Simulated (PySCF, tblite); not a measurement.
**bis(trifluoromethyl)germane (C2H2F6Ge): a rotation path, then NMR shifts on frames**

Aim: move bis(trifluoromethyl)germane (C2H2F6Ge) (`F[C](F)(F)[GeH2][C](F)(F)F`) away from its starting geometry and see how NMR shifts follow the geometry.

Programs: tblite 0.8.0 and PySCF 2.14.0, with density-fitted response routines of our own. Each step states its level of theory. These are calculated values for one molecule in the gas phase, unless marked as measured. Atoms count from 0, in the outputs and in this text.

## 1. The molecule as given

11 atoms, charge 0, multiplicity 1; geometry from: GFN2-xTB.

Bonds of the start (Å): F0–C1 1.34, C1–F2 1.34, C1–F3 1.34, C1–Ge4 2.01, Ge4–C5 2.01, C5–F6 1.34, C5–F7 1.34, C5–F8 1.34, Ge4–H9 1.50, Ge4–H10 1.50.

## 2. The rotation path with GFN2-xTB

The job: settings as JSON, then the geometry in Å.

```
{"job": {"kind": "neb", "xc": "GFN2-xTB", "basis": "xTB", "atoms": [1, 4, 5, 7], "turn": 120}, "charge": 0, "multiplicity": 1}
F     -1.774789     1.119603    -0.829284
C     -1.629043    -0.052504    -0.199301
F     -2.708631    -0.213450     0.580512
F     -1.670870    -1.016184    -1.127348
Ge     0.072584    -0.118223     0.877075
C      1.579991     0.137536    -0.434463
F      1.598254    -0.824783    -1.364750
F      2.773429     0.111982     0.177242
F      1.491616     1.311471    -1.071614
H      0.074693     1.016354     1.854632
H      0.198189    -1.469133     1.511335
```

Method: GFN2-xTB climbing-image nudged elastic band, gas phase.

Run with:

```console
> OMP_NUM_THREADS=1 python probes_run.py task.json out
```

One launch serves the whole session: the jobs run in the order shown.

Standard output:

```text
image   E - E0 / eV
  0       0.0000
  1       0.0022
  2       0.0046
  3       0.0069
  4       0.0081
  5       0.0077
  6       0.0057
  7       0.0029
  8       0.0000
```

It took 1.8 s on 1 thread of Intel Xeon Platinum 8488C, shared host.

The final band, with the dihedral C1–Ge4–C5–F7:

| image | dihedral (°) | energy (eV) | energy (kcal/mol) |
| --- | --- | --- | --- |
| 0 | 180 | 0.000 | 0.0 |
| 1 | 194 | 0.002 | 0.1 |
| 2 | 209 | 0.005 | 0.1 |
| 3 | 224 | 0.007 | 0.2 |
| 4 | 239 | 0.008 | 0.2 |
| 5 | 254 | 0.008 | 0.2 |
| 6 | 269 | 0.006 | 0.1 |
| 7 | 284 | 0.003 | 0.1 |
| 8 | 300 | 0.000 | 0.0 |

## 3. Nuclear shieldings: image 0, PBE0/pcSseg-1

The job: settings as JSON, then the geometry in Å.

```
{"job": {"kind": "nmr", "xc": "PBE0", "basis": "pcSseg-1", "pop": false}, "charge": 0, "multiplicity": 1}
F     -1.774800     1.119600    -0.829300
C     -1.629000    -0.052500    -0.199300
F     -2.708600    -0.213400     0.580500
F     -1.670900    -1.016200    -1.127300
Ge     0.072600    -0.118200     0.877100
C      1.580000     0.137500    -0.434500
F      1.598300    -0.824800    -1.364700
F      2.773400     0.112000     0.177200
F      1.491600     1.311500    -1.071600
H      0.074700     1.016400     1.854600
H      0.198200    -1.469100     1.511300
```

Level: GIAO PBE0/pcSseg-1 NMR shielding, non-relativistic, gas phase.

Standard output:

```text
coarse grid: 54520 points
cycle   1  E = -2752.0293437572  dE =  7.549e-01  |g| = 1.426e+00  |ddm| = 3.081e+00
cycle   2  E = -2751.7329862581  dE =  2.964e-01  |g| = 1.998e+00  |ddm| = 1.557e+00
cycle   3  E = -2752.2880352509  dE = -5.550e-01  |g| = 1.566e-01  |ddm| = 9.767e-01
cycle   4  E = -2752.2905410180  dE = -2.506e-03  |g| = 6.462e-02  |ddm| = 8.256e-02
cycle   5  E = -2752.2908904122  dE = -3.494e-04  |g| = 9.142e-03  |ddm| = 3.167e-02
cycle   6  E = -2752.2909005733  dE = -1.016e-05  |g| = 3.306e-03  |ddm| = 6.816e-03
cycle   7  E = -2752.2909021459  dE = -1.573e-06  |g| = 9.807e-04  |ddm| = 2.222e-03
final grid: 115824 points
cycle   8  E = -2752.2907406768  dE =  1.055e-07  |g| = 1.434e-03  |ddm| = 1.623e-03
cycle   9  E = -2752.2907403157  dE =  3.612e-07  |g| = 2.165e-03  |ddm| = 1.730e-03
cycle  10  E = -2752.2907409708  dE = -6.551e-07  |g| = 6.670e-05  |ddm| = 1.003e-03
cycle  11  E = -2752.2907409715  dE = -7.290e-10  |g| = 1.834e-05  |ddm| = 5.917e-05
converged SCF energy = -2752.2907409715

GIAO shielding tensors (ppm)
atom      isotropic    diamagn.    paramagn.     s11        s22        s33       span
  0 F      234.064     474.695    -240.631    141.470    237.536    323.184    181.714
  1 C       49.317     246.878    -197.562     46.376     46.840     54.734      8.358
  2 F      235.029     472.404    -237.375    139.829    238.109    327.148    187.319
  3 F      234.151     474.685    -240.533    141.605    237.645    323.204    181.598
  4 Ge    1503.984    2753.901   -1249.917   1471.799   1511.100   1529.054     57.254
  5 C       49.342     246.909    -197.567     46.406     46.900     54.719      8.313
  6 F      234.110     474.691    -240.581    141.601    237.607    323.122    181.521
  7 F      235.112     472.384    -237.272    140.036    238.189    327.111    187.075
  8 F      234.088     474.696    -240.608    141.524    237.546    323.193    181.669
  9 H       27.187      27.306      -0.120     20.891     22.307     38.362     17.471
 10 H       27.186      27.304      -0.119     20.888     22.306     38.363     17.475
```

It took 38 s on 1 thread of Intel Xeon Platinum 8488C, shared host; peak memory 0.85 GiB.

The references, computed at this level on geometries of the same kind, shield at (ppm): 1H TMS 31.72, 13C TMS 186.9, 19F CFCl3 170.9, 73Ge GeMe4 1331. Their shielding less the atom's gives the shift. The references are single molecules in the gas phase, so shifts against H2O, NH3, PH3, H3PO4 or CFCl3 are not on the usual liquid scales and can be off by tens of ppm. Each atom is listed at this fixed geometry, with no averaging over motion; a spectrum would average atoms that exchange fast.

| atoms | environment | σ (ppm) | δ (ppm) |
| --- | --- | --- | --- |
| C1 | CF3 carbon | 49.3 | 137.6 |
| C5 | CF3 carbon | 49.3 | 137.6 |
| H10 | hydrogen on a germanium bonded to 2 C | 27.19 | 4.53 |
| H9 | hydrogen on a germanium bonded to 2 C | 27.19 | 4.53 |
| F0 | fluorine of a CF3 group | 234.1 | -63.1 |
| F8 | fluorine of a CF3 group | 234.1 | -63.1 |
| F6 | fluorine of a CF3 group | 234.1 | -63.2 |
| F3 | fluorine of a CF3 group | 234.2 | -63.2 |
| F2 | fluorine of a CF3 group | 235.0 | -64.1 |
| F7 | fluorine of a CF3 group | 235.1 | -64.2 |
| Ge4 | germanium bonded to 2 C, 2 H | 1504 | -173 |

Orbitals, density, ELF and potential are computed afterwards from the orbital file.

Frontier orbitals at PBE0/pcSseg-1, with the share of their density that lies nearest to each atom:

| orbital | energy (eV) | lies on |
| --- | --- | --- |
| HOMO | -9.63 | C1, C5 about 17 % each; Ge4 16 %; F2, F7 about 10 % each |
| LUMO | -0.01 | Ge4 23 %; H9, H10 about 19 % each; C1, C5 about 10 % each |

ELF in a plane through or near 5 of the atoms.

Ten even steps from ' ' (0.00) to '@' (0.95):
```
                                                        
                                                        
                                                        
                                                        
                                                        
                                                        
                                                        
                ::----..        ..----::                
        ::--::..--::..====....====..::--::--==::        
      ..==%%%%##**====@@%%====%%@@==::**##%%%%==..      
      ..++@@**==%%++%%@@++....**@@%%++%%--**@@++..      
        ==%%####**::**++..%%##::++**--**%%##%%==        
        ::**%%%%++....::::####::::....++%%%%**::        
          ::====..    ::::::::::::    ..====::          
                      ::--------::                      
                        ........                        
                                                        
                                                        
                                                        
                                                        
```
The map spans 10.7 Å across and 8.6 Å up, centred on the molecule. Atoms in the plane (x, y in Å): C1 (1.6, 0.3), F2 (2.8, -0.4), Ge4 (0.0, -0.9), C5 (-1.6, 0.3), F7 (-2.8, -0.4).

log10 of the density (e/Å³) in the same plane.

Ten even steps from '0' (-4.0) to '9' (1.6):
```
0000000000000000000000000000
0000000000000000000000000000
0000000000000000000000000000
0000000001100000011000000000
0000000223321112233220000000
0000012344443223444432100000
0000123455554334555543210000
0001234566655445566654321000
0002455667766556677665542000
0013567779976666799777653100
0024578977776776777788754200
0014578876667997666788753100
0013466765567997655676643100
0002345544456776544455432000
0000133333455665543333320000
0000000112334444332110000000
0000000011233333321100000000
0000000000122222210000000000
0000000000011111100000000000
0000000000000000000000000000
```
The map spans 10.7 Å across and 8.6 Å up, centred on the molecule. Atoms in the plane (x, y in Å): C1 (1.6, 0.3), F2 (2.8, -0.4), Ge4 (0.0, -0.9), C5 (-1.6, 0.3), F7 (-2.8, -0.4).

On the surface of density 0.002 e/bohr³ the electrostatic potential runs, from the 1st to the 99th percentile, from -0.46 V near F0 to 1.85 V near H9.

## 4. Shielding tensors: image 2, PBE0/pcSseg-1

The job: settings as JSON, then the geometry in Å.

```
{"job": {"kind": "nmr", "xc": "PBE0", "basis": "pcSseg-1", "pop": false}, "charge": 0, "multiplicity": 1}
F     -1.789300     0.950200    -0.956600
C     -1.632700    -0.149200    -0.206400
F     -2.712800    -0.244000     0.584100
F     -1.657700    -1.204000    -1.027700
Ge     0.063800    -0.041200     0.878100
C      1.582100     0.173900    -0.430800
F      1.330800    -0.440800    -1.592400
F      2.713100    -0.357000     0.058700
F      1.840900     1.458700    -0.704700
H      0.002100     1.179500     1.744800
H      0.265200    -1.323400     1.626900
```

Method: GIAO PBE0/pcSseg-1 NMR shielding, non-relativistic, gas phase.

Standard output:

```text
coarse grid: 54520 points
cycle   1  E = -2752.0285528156  dE =  7.520e-01  |g| = 1.426e+00  |ddm| = 3.081e+00
cycle   2  E = -2751.7324687721  dE =  2.961e-01  |g| = 1.998e+00  |ddm| = 1.557e+00
cycle   3  E = -2752.2872730058  dE = -5.548e-01  |g| = 1.562e-01  |ddm| = 9.775e-01
cycle   4  E = -2752.2897661578  dE = -2.493e-03  |g| = 6.459e-02  |ddm| = 8.229e-02
cycle   5  E = -2752.2901150342  dE = -3.489e-04  |g| = 9.048e-03  |ddm| = 3.153e-02
cycle   6  E = -2752.2901249746  dE = -9.940e-06  |g| = 3.276e-03  |ddm| = 6.770e-03
cycle   7  E = -2752.2901265218  dE = -1.547e-06  |g| = 9.814e-04  |ddm| = 2.211e-03
final grid: 115824 points
cycle   8  E = -2752.2901020915  dE =  1.070e-07  |g| = 1.429e-03  |ddm| = 1.672e-03
cycle   9  E = -2752.2901017277  dE =  3.638e-07  |g| = 2.164e-03  |ddm| = 1.708e-03
cycle  10  E = -2752.2901023833  dE = -6.555e-07  |g| = 6.221e-05  |ddm| = 9.988e-04
cycle  11  E = -2752.2901023839  dE = -6.294e-10  |g| = 1.660e-05  |ddm| = 5.426e-05
converged SCF energy = -2752.2901023839

GIAO shielding tensors (ppm)
atom      isotropic    diamagn.    paramagn.     s11        s22        s33       span
  0 F      234.217     474.898    -240.680    141.514    236.327    324.811    183.297
  1 C       49.239     246.988    -197.749     45.913     47.250     54.554      8.641
  2 F      235.275     472.356    -237.080    140.479    238.456    326.891    186.412
  3 F      234.252     474.391    -240.139    143.380    237.181    322.194    178.813
  4 Ge    1491.582    2753.872   -1262.290   1459.863   1491.044   1523.841     63.978
  5 C       49.736     246.986    -197.250     46.785     47.753     54.669      7.885
  6 F      233.832     475.334    -241.502    142.392    235.769    323.335    180.943
  7 F      232.499     472.699    -240.200    138.765    232.362    326.369    187.603
  8 F      233.046     473.849    -240.803    141.211    230.961    326.964    185.753
  9 H       27.118      27.300      -0.182     20.880     22.331     38.145     17.265
 10 H       27.114      27.309      -0.195     20.683     22.465     38.194     17.511
```

Wall time 28 s (1 thread of Intel Xeon Platinum 8488C, shared host); peak memory 0.92 GiB.

Key values: δ C1 137.7, C5 137.2, F7 -61.6, F8 -62.1, H10 4.60, H9 4.60 ppm.

## 5. Nuclear shieldings: image 4, PBE0/pcSseg-1

The job: settings as JSON, then the geometry in Å.

```
{"job": {"kind": "nmr", "xc": "PBE0", "basis": "pcSseg-1", "pop": false}, "charge": 0, "multiplicity": 1}
F     -1.815200     0.778600    -1.055800
C     -1.620700    -0.238300    -0.205600
F     -2.706300    -0.307000     0.580000
F     -1.587800    -1.365200    -0.925000
Ge     0.054000     0.045800     0.881800
C      1.579000     0.200800    -0.431800
F      1.173000     0.060700    -1.698500
F      2.500800    -0.746600    -0.204600
F      2.203400     1.383100    -0.344100
H     -0.074400     1.340100     1.625800
H      0.299700    -1.149400     1.751800
```

Method: GIAO PBE0/pcSseg-1 NMR shielding, non-relativistic, gas phase.

Standard output:

```text
coarse grid: 54520 points
cycle   1  E = -2752.0275444893  dE =  7.522e-01  |g| = 1.426e+00  |ddm| = 3.082e+00
cycle   2  E = -2751.7317843536  dE =  2.958e-01  |g| = 1.997e+00  |ddm| = 1.554e+00
cycle   3  E = -2752.2863977766  dE = -5.546e-01  |g| = 1.557e-01  |ddm| = 9.756e-01
cycle   4  E = -2752.2888717291  dE = -2.474e-03  |g| = 6.451e-02  |ddm| = 8.168e-02
cycle   5  E = -2752.2892192631  dE = -3.475e-04  |g| = 8.856e-03  |ddm| = 3.134e-02
cycle   6  E = -2752.2892287825  dE = -9.519e-06  |g| = 3.181e-03  |ddm| = 6.675e-03
cycle   7  E = -2752.2892302463  dE = -1.464e-06  |g| = 9.844e-04  |ddm| = 2.182e-03
final grid: 115824 points
cycle   8  E = -2752.2893433637  dE =  9.440e-08  |g| = 1.460e-03  |ddm| = 1.841e-03
cycle   9  E = -2752.2893429782  dE =  3.854e-07  |g| = 2.216e-03  |ddm| = 1.731e-03
cycle  10  E = -2752.2893436673  dE = -6.890e-07  |g| = 5.741e-05  |ddm| = 1.019e-03
cycle  11  E = -2752.2893436678  dE = -5.007e-10  |g| = 1.587e-05  |ddm| = 4.917e-05
converged SCF energy = -2752.2893436678

GIAO shielding tensors (ppm)
atom      isotropic    diamagn.    paramagn.     s11        s22        s33       span
  0 F      233.829     474.810    -240.981    142.102    235.777    323.608    181.506
  1 C       49.217     246.974    -197.757     46.102     47.062     54.488      8.386
  2 F      235.763     472.323    -236.560    141.409    239.262    326.618    185.209
  3 F      235.256     474.449    -239.193    144.883    236.984    323.902    179.019
  4 Ge    1479.030    2753.835   -1274.805   1441.144   1473.485   1522.460     81.316
  5 C       50.209     246.900    -196.691     47.451     48.578     54.597      7.146
  6 F      232.847     475.520    -242.672    143.857    229.913    324.772    180.915
  7 F      229.570     473.289    -243.719    138.622    223.761    326.325    187.703
  8 F      230.787     473.148    -242.362    140.615    225.033    326.712    186.096
  9 H       27.058      27.319      -0.261     20.715     22.456     38.003     17.288
 10 H       27.050      27.299      -0.249     20.669     22.449     38.031     17.362
```

It took 27 s on 1 thread of Intel Xeon Platinum 8488C, shared host; peak memory 0.93 GiB.

In short: δ C1 137.7, C5 136.7, F7 -58.6, F8 -59.8, H10 4.67, H9 4.66 ppm.

## 6. NMR shieldings: image 6, PBE0/pcSseg-1

The job: settings as JSON, then the geometry in Å.

```
{"job": {"kind": "nmr", "xc": "PBE0", "basis": "pcSseg-1", "pop": false}, "charge": 0, "multiplicity": 1}
F     -1.833500     0.595100    -1.140000
C     -1.603900    -0.327100    -0.196600
F     -2.695000    -0.369200     0.583800
F     -1.513700    -1.514100    -0.807100
Ge     0.042300     0.131700     0.874500
C      1.574000     0.228100    -0.433500
F      1.175900     0.598600    -1.655600
F      2.174100    -0.964500    -0.552700
F      2.513500     1.102200    -0.045100
H     -0.154300     1.484400     1.488100
H      0.326100    -0.962500     1.858200
```

Method: GIAO PBE0/pcSseg-1 NMR shielding, non-relativistic, gas phase.

Standard output:

```text
coarse grid: 54520 points
cycle   1  E = -2752.0282639090  dE =  7.522e-01  |g| = 1.426e+00  |ddm| = 3.081e+00
cycle   2  E = -2751.7319091362  dE =  2.964e-01  |g| = 1.998e+00  |ddm| = 1.557e+00
cycle   3  E = -2752.2871346127  dE = -5.552e-01  |g| = 1.562e-01  |ddm| = 9.777e-01
cycle   4  E = -2752.2896257181  dE = -2.491e-03  |g| = 6.458e-02  |ddm| = 8.223e-02
cycle   5  E = -2752.2899742960  dE = -3.486e-04  |g| = 8.995e-03  |ddm| = 3.149e-02
cycle   6  E = -2752.2899841227  dE = -9.827e-06  |g| = 3.244e-03  |ddm| = 6.748e-03
cycle   7  E = -2752.2899856418  dE = -1.519e-06  |g| = 9.826e-04  |ddm| = 2.201e-03
final grid: 115824 points
cycle   8  E = -2752.2899895528  dE =  8.705e-08  |g| = 1.422e-03  |ddm| = 1.843e-03
cycle   9  E = -2752.2899891904  dE =  3.624e-07  |g| = 2.154e-03  |ddm| = 1.689e-03
cycle  10  E = -2752.2899898418  dE = -6.513e-07  |g| = 5.955e-05  |ddm| = 9.949e-04
cycle  11  E = -2752.2899898423  dE = -5.284e-10  |g| = 1.665e-05  |ddm| = 5.082e-05
converged SCF energy = -2752.2899898423

GIAO shielding tensors (ppm)
atom      isotropic    diamagn.    paramagn.     s11        s22        s33       span
  0 F      232.593     474.741    -242.148    140.611    236.034    321.134    180.523
  1 C       49.210     246.930    -197.720     46.245     46.849     54.536      8.291
  2 F      234.933     472.383    -237.450    140.113    237.805    326.882    186.769
  3 F      235.517     474.533    -239.017    144.277    237.361    324.911    180.633
  4 Ge    1491.981    2753.877   -1261.896   1459.843   1493.663   1522.439     62.596
  5 C       49.782     246.941    -197.159     46.783     47.894     54.670      7.887
  6 F      233.799     475.302    -241.503    142.290    236.069    323.037    180.747
  7 F      231.803     474.021    -242.218    138.952    229.571    326.884    187.932
  8 F      233.077     472.575    -239.498    140.329    232.448    326.453    186.123
  9 H       27.123      27.328      -0.205     20.718     22.471     38.182     17.464
 10 H       27.110      27.271      -0.161     20.860     22.292     38.177     17.318
```

Run time: 28 s. Hardware: 1 thread of Intel Xeon Platinum 8488C, shared host; peak memory 0.92 GiB.

This run: δ C1 137.7, C5 137.1, F7 -60.9, F0 -61.6, H10 4.61, H9 4.59 ppm.

## 7. Shielding tensors: image 8, PBE0/pcSseg-1

The job: settings as JSON, then the geometry in Å.

```
{"job": {"kind": "nmr", "xc": "PBE0", "basis": "pcSseg-1", "pop": false}, "charge": 0, "multiplicity": 1}
F     -1.862200     0.406700    -1.205600
C     -1.577800    -0.405200    -0.180100
F     -2.672700    -0.455800     0.593600
F     -1.395500    -1.633600    -0.679900
Ge     0.025600     0.228600     0.860500
C      1.563400     0.245700    -0.440800
F      1.335500     1.069300    -1.471100
F      1.798300    -0.972400    -0.944200
F      2.700500     0.653800     0.141900
H     -0.228700     1.621000     1.349600
H      0.319000    -0.755500     1.950100
```

Method: GIAO PBE0/pcSseg-1 NMR shielding, non-relativistic, gas phase.

Standard output:

```text
coarse grid: 54520 points
cycle   1  E = -2752.0289754570  dE =  7.552e-01  |g| = 1.426e+00  |ddm| = 3.081e+00
cycle   2  E = -2751.7323364308  dE =  2.966e-01  |g| = 1.999e+00  |ddm| = 1.557e+00
cycle   3  E = -2752.2877368202  dE = -5.554e-01  |g| = 1.567e-01  |ddm| = 9.770e-01
cycle   4  E = -2752.2902445719  dE = -2.508e-03  |g| = 6.465e-02  |ddm| = 8.262e-02
cycle   5  E = -2752.2905943494  dE = -3.498e-04  |g| = 9.141e-03  |ddm| = 3.170e-02
cycle   6  E = -2752.2906045073  dE = -1.016e-05  |g| = 3.305e-03  |ddm| = 6.812e-03
cycle   7  E = -2752.2906060783  dE = -1.571e-06  |g| = 9.816e-04  |ddm| = 2.221e-03
final grid: 115824 points
cycle   8  E = -2752.2907678808  dE =  9.761e-08  |g| = 1.422e-03  |ddm| = 1.721e-03
cycle   9  E = -2752.2907675238  dE =  3.570e-07  |g| = 2.148e-03  |ddm| = 1.706e-03
cycle  10  E = -2752.2907681694  dE = -6.455e-07  |g| = 6.475e-05  |ddm| = 9.954e-04
cycle  11  E = -2752.2907681700  dE = -6.648e-10  |g| = 1.754e-05  |ddm| = 5.677e-05
converged SCF energy = -2752.2907681700

GIAO shielding tensors (ppm)
atom      isotropic    diamagn.    paramagn.     s11        s22        s33       span
  0 F      234.180     474.688    -240.509    141.624    237.769    323.146    181.523
  1 C       49.307     246.858    -197.551     46.443     46.736     54.742      8.299
  2 F      235.035     472.423    -237.388    139.614    238.272    327.220    187.606
  3 F      234.090     474.697    -240.607    141.504    237.619    323.147    181.643
  4 Ge    1504.090    2753.904   -1249.814   1471.165   1511.775   1529.329     58.163
  5 C       49.320     246.859    -197.539     46.334     46.919     54.707      8.373
  6 F      234.075     474.690    -240.615    141.503    237.581    323.140    181.637
  7 F      233.870     474.718    -240.848    141.264    237.281    323.066    181.801
  8 F      235.080     472.368    -237.288    139.976    238.061    327.204    187.228
  9 H       27.183      27.297      -0.114     20.885     22.291     38.372     17.487
 10 H       27.194      27.316      -0.123     20.904     22.303     38.373     17.469
```

Wall time 26 s (1 thread of Intel Xeon Platinum 8488C, shared host); peak memory 0.92 GiB.

This run: δ C1 137.6, C5 137.6, F7 -62.9, F6 -63.1, H9 4.53, H10 4.52 ppm.

## 8. Run by run: NMR shifts

Shifts (ppm) of some atoms, chosen among heavy atoms and hydrogens apart, with basis size and wall time:

| frame | H10 | H9 | F0 | F8 | F3 | F7 | Ge4 | functions | time |
| --- | --- | --- | --- | --- | --- | --- | --- | --- | --- |
| image 0 | 4.53 | 4.53 | -63.1 | -63.1 | -63.2 | -64.2 | -173 | 187 | 38 s |
| image 2 | 4.60 | 4.60 | -63.3 | -62.1 | -63.3 | -61.6 | -161 | 187 | 28 s |
| image 4 | 4.67 | 4.66 | -62.9 | -59.8 | -64.3 | -58.6 | -148 | 187 | 27 s |
| image 6 | 4.61 | 4.59 | -61.6 | -62.1 | -64.6 | -60.9 | -161 | 187 | 28 s |
| image 8 | 4.52 | 4.53 | -63.2 | -64.1 | -63.1 | -62.9 | -173 | 187 | 26 s |

## 9. What came out

| quantity | value |
| --- | --- |
| barrier | 0.008 eV (0.2 kcal/mol) at image 4 |
| end to end (GFN2-xTB) | 0.000 eV |
| 13C shifts against TMS (PBE0/pcSseg-1, image 0) | 137.6, 137.6 ppm |
| 1H shifts against TMS (PBE0/pcSseg-1, image 0) | 4.53, 4.53 ppm |
| 19F shifts against CFCl3 (PBE0/pcSseg-1, image 0) | -63.1, -63.1, -63.2, -63.2, -64.1, -64.2 ppm |
| 73Ge shifts against GeMe4 (PBE0/pcSseg-1, image 0) | -173 ppm |
| potential on the surface of density 0.002 e/bohr³, 1st and 99th percentile | -0.46 V and 1.85 V |
| range of the shift of Ge4 | -173 to -148 ppm |

**Reading.** Along the band the dihedral turns by 120°, and the top (dihedral 239°) lies 0.2 kcal/mol above the start (GFN2-xTB, rough), so at room temperature this motion is fast. The top was not checked by a frequency run. Shifts at one fixed geometry are not the observed spectrum, which averages over the motion. In ppm, Ge4 moves most: its shift spreads over 25 ppm, from -173 (image 8) to -148 (image 4). Spin-orbit coupling is left out, which matters for shieldings and couplings at and beside the heavy atoms.
